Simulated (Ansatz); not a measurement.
**GaPNH (triplet): wave-function methods side by side at distance Ga1–N2 = 1.821 Å, cc-pVDZ**

The task here is to estimate one member of a computed series from the others.

Method: cc-pVDZ, core rule «outside noble gas», up to 20 orbitals frozen; program: Ansatz 0.2.0, Gaussian basis.

The runs, in order: UHF; CCSD(T) on ROHF; CCSD(T) on UHF; BCCD(T) on ROHF; CISD; CCSDT(Q) on ROHF; CCSDT(Q) on UHF; CASSCF and MRCISD+Q, 4 electrons in 4 orbitals; CASSCF and NEVPT2, 4 electrons in 4 orbitals.

31 further runs of the same task are left out: 6 for a known fault of the program, 1 for a mislabelled method, 21 that didn't finish, 3 set aside as unsound or not needed.

### What is computed

The geometry derives from a PBE0/def2-TZVP stationary point (not a proven minimum). One bond is set to the value named and the two fragments are kept rigid. No spin-orbit coupling is included. The filled d shell of Ga may be among the frozen orbitals whatever the setting's name suggests; the logs give the count.

4 atoms, charge 0, spin multiplicity 3.

Atoms are counted from 1 here; the program's logs count them from 0.

Bond lengths: Ga1–N2 1.821 Å, Ga1–H4 1.580 Å, N2–P3 1.530 Å. Angles: N2–Ga1–H4 120.1°, Ga1–N2–P3 169.0°.

The first run:

in.yaml reads:

```yaml
crystal:
  periodic: [false, false, false]
  atoms:
    - {symbol: Ga, position_ang: [0.000001, -0.379916, 1.053510]}
    - {symbol: N, position_ang: [-0.000047, -0.190704, -0.757137]}
    - {symbol: P, position_ang: [0.000010, -0.326191, -2.280879]}
    - {symbol: H, position_ang: [0.000037, 0.896811, 1.984506]}
basis:
  gaussian: {orbitals: cc-pVDZ}
magnetization: {spin_polarized: true, initial_magnetization: 2}
hamiltonian: {xc: hf}
output: {orbitals: {seedname: orbitals}}
```

Command:

```sh
$ ansatz run in.yaml --threads 1 --pin off --events-out ev --progress --plain --max-ram 2393MiB
```

Steps of the session up to this table: UHF; CCSD(T) on ROHF; CCSD(T) on UHF; BCCD(T) on ROHF; CISD; CCSDT(Q) on ROHF; CCSDT(Q) on UHF; CASSCF and MRCISD+Q, 4 electrons in 4 orbitals; CASSCF and NEVPT2, 4 electrons in 4 orbitals.

One table of the session follows, with a row left open; its other results are not shown here.

| method | from UCCSDT(Q) (meV) |
| --- | --- |
| ROHF | +9726.4 |
| UHF | +9442.2 |
| RMP2 | +1101.6 |
| UMP2 | +1553.9 |
| RCCSD | +513.8 |
| UCCSD | +491.9 |
| RCCSD(T) | +95.6 |
| UCCSD(T) | +102.5 |
| BCCD(T) | ? |
| RCCSDT | +64.7 |
| UCCSDT | +53.6 |
| RCCSDT(Q) | +14.5 |
| UCCSDT(Q) | 0 |
| CASSCF pair | +8939.0 |
| NEVPT2 pair | +1159.9 |
| MRCISD pair | +1339.7 |
| MRCISD+Q pair | +365.2 |

Estimate the missing values for BCCD(T).

**Answer.** from UCCSDT(Q) (meV): +90.2. In the column «from UCCSDT(Q) (meV)» it lies between RCCSDT (+64.7) and RCCSD(T) (+95.6).

Not comparable, so not listed: CISD (they don't share determinant, frozen orbitals or solution with the rows shown, or repeat one).

Limits of these values: Restricted and unrestricted rows rest on different reference determinants; where their highest levels disagree by more than a few hundredths of an eV, they describe different states and don't form one ladder.
